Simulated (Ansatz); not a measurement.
# HF/6-31G(d,p) (Cartesian functions, start density atoms) run of C3H10OSi (trimethylsilanol)

Aim: the vertical ionisation energy of C3H10OSi (trimethylsilanol) at HF/6-31G** (Cartesian functions, start density atoms), from 2 runs. 

Program for the calculation: Ansatz 0.2.0.

7 further runs of the same task are left out: 2 for a known fault of the program, 1 that didn't finish, 4 set aside as unsound or not needed. Runs told in other sessions of the task aren't counted.

### Step 1. The system as given

The species is C3H10OSi (15 atoms), meant as a singlet with charge 0. SMILES: `C[Si](C)(C)O`. Geometry: relaxed at PBE0-D4/def2-TZVP. This is one conformer, not always the lowest.

Bond lengths: C1–Si2 1.870 Å, Si2–C3 1.870 Å, Si2–C4 1.861 Å, Si2–O5 1.660 Å, C1–H6 1.094 Å, C1–H7 1.094 Å, C1–H8 1.093 Å, C3–H9 1.094 Å, C3–H10 1.093 Å, C3–H11 1.094 Å, C4–H12 1.093 Å, C4–H13 1.093 Å, C4–H14 1.093 Å, O5–H15 0.957 Å. Some angles: C1–Si2–C3 109.3°, C1–Si2–C4 111.0°, C1–Si2–O5 110.3°, C3–Si2–C4 111.0°, C3–Si2–O5 110.3°, C4–Si2–O5 104.8°, Si2–C1–H6 111.5°, Si2–C1–H7 111.0°, Si2–C1–H8 111.0°, Si2–C3–H9 111.5°.

### Step 2. Energy and forces at HF/6-31G(d,p) (Cartesian functions, start density atoms)

The input, molecule.yaml:

```yaml
crystal:
  periodic: [false, false, false]
  atoms:
    - {symbol: C, position_ang: [-1.759880, 0.191150, 0.071540]}
    - {symbol: Si, position_ang: [0.089930, 0.200980, -0.204700]}
    - {symbol: C, position_ang: [0.959910, 0.370300, 1.442320]}
    - {symbol: C, position_ang: [0.639300, -1.339490, -1.093220]}
    - {symbol: O, position_ang: [0.516200, 1.448090, -1.213440]}
    - {symbol: H, position_ang: [-2.095970, 1.106050, 0.568270]}
    - {symbol: H, position_ang: [-2.057470, -0.651720, 0.702020]}
    - {symbol: H, position_ang: [-2.296730, 0.107790, -0.876880]}
    - {symbol: H, position_ang: [0.664600, 1.288070, 1.959260]}
    - {symbol: H, position_ang: [2.044780, 0.393380, 1.311290]}
    - {symbol: H, position_ang: [0.718200, -0.468650, 2.101280]}
    - {symbol: H, position_ang: [0.405110, -2.234400, -0.510590]}
    - {symbol: H, position_ang: [1.717690, -1.322690, -1.268870]}
    - {symbol: H, position_ang: [0.142180, -1.426990, -2.062380]}
    - {symbol: H, position_ang: [0.312140, 2.338130, -0.925910]}
basis:
  gaussian: {orbitals: 6-31G_st__st_.json}
hamiltonian: {xc: hf}
output: {forces: true}
```

The basis set 6-31G** is read from a file made from the Basis Set Exchange's data (not shown).

Command:

```console
ansatz run molecule.yaml --threads 1 --pin off --max-ram 3480MiB --events-out events.jsonl --progress --plain --runs-dir runs
```

Standard output, shortened:

```text
Warning: RAYON_NUM_THREADS=1 ignored (pool sized by the plan → 1); use --threads N
Functional definition: HF
  name "HF"
[...]
1246 factors; integrals over basis functions are off by at most 1.3e-3 eV
[...]
mean field -13151.30853916 eV, -483.3016745369 hartree, gradient 1.1e-5 eV, S^2 0.000000; 0 other end points of the search recorded, 0 dependent functions left out
[...]
reference -13151.30853916 eV, -483.3016745369 hartree; 25, 25 occupied and 104, 104 virtual orbitals, 1246 factors
Total energy: -13151.30853916 eV, -483.3016745369 hartree
Atom 0 at    -1.759880     0.191150     0.071540 Å, force    -0.432614     0.014474     0.058922 eV/Å
Atom 1 at     0.089930     0.200980    -0.204700 Å, force     0.115775     0.112668    -0.243866 eV/Å
Atom 2 at     0.959910     0.370300     1.442320 Å, force     0.206022     0.056644     0.380989 eV/Å
Atom 3 at     0.639300    -1.339490    -1.093220 Å, force     0.115326    -0.394182    -0.177105 eV/Å
Atom 4 at     0.516200     1.448090    -1.213440 Å, force    -0.244871     0.921974     0.363959 eV/Å
Atom 5 at    -2.095970     1.106050     0.568270 Å, force     0.011116    -0.193805    -0.100031 eV/Å
Atom 6 at    -2.057470    -0.651720     0.702020 Å, force     0.024592     0.181759    -0.130845 eV/Å
Atom 7 at    -2.296730     0.107790    -0.876880 Å, force     0.073472     0.019579     0.220003 eV/Å
Atom 8 at     0.664600     1.288070     1.959260 Å, force     0.093770    -0.188358    -0.058262 eV/Å
Atom 9 at     2.044780     0.393380     1.311290 Å, force    -0.221412     0.000274     0.071167 eV/Å
Atom 10 at     0.718200    -0.468650     2.101280 Å, force     0.071317     0.184663    -0.107335 eV/Å
Atom 11 at     0.405110    -2.234400    -0.510590 Å, force     0.069569     0.127235    -0.154978 eV/Å
Atom 12 at     1.717690    -1.322690    -1.268870 Å, force    -0.233188    -0.035364     0.014707 eV/Å
Atom 13 at     0.142180    -1.426990    -2.062380 Å, force     0.129433    -0.011266     0.197347 eV/Å
Atom 14 at     0.312140     2.338130    -0.925910 Å, force     0.221694    -0.796294    -0.334674 eV/Å
Dipole moment:    -0.142361     0.106684     0.268112 e Å
```

It took 2.6 s on 1 thread of Arm Neoverse V2, shared host; peak memory 0.23 GiB.

### Step 3. The doublet cation

Changes to molecule.yaml since step 2:

```diff
@@ -20,2 +20,4 @@
   gaussian: {orbitals: 6-31G_st__st_.json}
+total_charge: 1
+magnetization: {spin_polarized: true, initial_magnetization: 1}
 hamiltonian: {xc: hf}
```

The basis set 6-31G** is read from a file made from the Basis Set Exchange's data (not shown).

Command:

```console
ansatz run molecule.yaml --threads 1 --pin off --max-ram 3480MiB --events-out events.jsonl --progress --plain --runs-dir runs
```

Standard output, shortened:

```text
Warning: RAYON_NUM_THREADS=1 ignored (pool sized by the plan → 1); use --threads N
[... 2 set-up lines as earlier in the session ...]
[...]
1246 factors; integrals over basis functions are off by at most 1.3e-3 eV
[...]
mean field -13141.42815754 eV, -482.9385772098 hartree, gradient 9.2e-6 eV, S^2 0.768069; 5 other end points of the search recorded, 0 dependent functions left out
[...]
reference -13141.42815754 eV, -482.9385772098 hartree; 25, 24 occupied and 104, 105 virtual orbitals, 1246 factors
Total energy: -13141.42815754 eV, -482.9385772098 hartree
Atom 0 at    -1.759880     0.191150     0.071540 Å, force    -0.785169     1.167310    -0.566543 eV/Å
Atom 1 at     0.089930     0.200980    -0.204700 Å, force    -1.142639    -5.869279     3.032166 eV/Å
Atom 2 at     0.959910     0.370300     1.442320 Å, force     0.795291     1.271993     0.230291 eV/Å
[...]
Atom 5 at    -2.095970     1.106050     0.568270 Å, force    -0.056009    -0.270183    -0.088680 eV/Å
Atom 6 at    -2.057470    -0.651720     0.702020 Å, force     0.496004     0.117375    -0.177152 eV/Å
Atom 7 at    -2.296730     0.107790    -0.876880 Å, force     0.026751    -0.030338     0.295730 eV/Å
Atom 8 at     0.664600     1.288070     1.959260 Å, force     0.132217    -0.257844     0.006358 eV/Å
Atom 9 at     2.044780     0.393380     1.311290 Å, force    -0.249441    -0.048346     0.156195 eV/Å
Atom 10 at     0.718200    -0.468650     2.101280 Å, force    -0.163030     0.073717    -0.509420 eV/Å
Atom 11 at     0.405110    -2.234400    -0.510590 Å, force     0.023166     0.306807    -0.086416 eV/Å
Atom 12 at     1.717690    -1.322690    -1.268870 Å, force    -0.223110    -0.148311    -0.003045 eV/Å
Atom 13 at     0.142180    -1.426990    -2.062380 Å, force     0.149571    -0.123393     0.184799 eV/Å
Atom 14 at     0.312140     2.338130    -0.925910 Å, force     0.012560     0.810719    -0.131578 eV/Å
Dipole moment:    -0.001580     0.804986    -0.102271 e Å
```

Wall time 26 s (1 thread of Arm Neoverse V2, shared host); peak memory 0.35 GiB.

### Step 4. Summary of results

Level: HF/6-31G** (Cartesian functions, start density atoms).

| quantity | value |
| --- | --- |
| singlet C3H10OSi: total energy | -483.30167 Eh |
| singlet C3H10OSi: dipole moment | 1.55 D |
| singlet C3H10OSi: largest force on an atom | 1.021 eV/Å |
| doublet cation: total energy | -482.93858 Eh |
| doublet cation: ⟨S²⟩ | 0.768 |
| doublet cation: largest force on an atom | 6.704 eV/Å |
| vertical ionisation energy (to the doublet cation) | 9.880 eV |

The vertical ionisation energy comes to 9.88 eV (228 kcal/mol). The largest force (singlet C3H10OSi) is 1.02 eV/Å: the shape isn't a stationary point for this species at this level. Mulliken charges (singlet C3H10OSi) run from -0.75 on O5 to +1.23 on Si2; they depend strongly on the basis. Mulliken charges (doublet cation) run from -0.66 on C4 to +1.06 on Si2; they depend strongly on the basis.
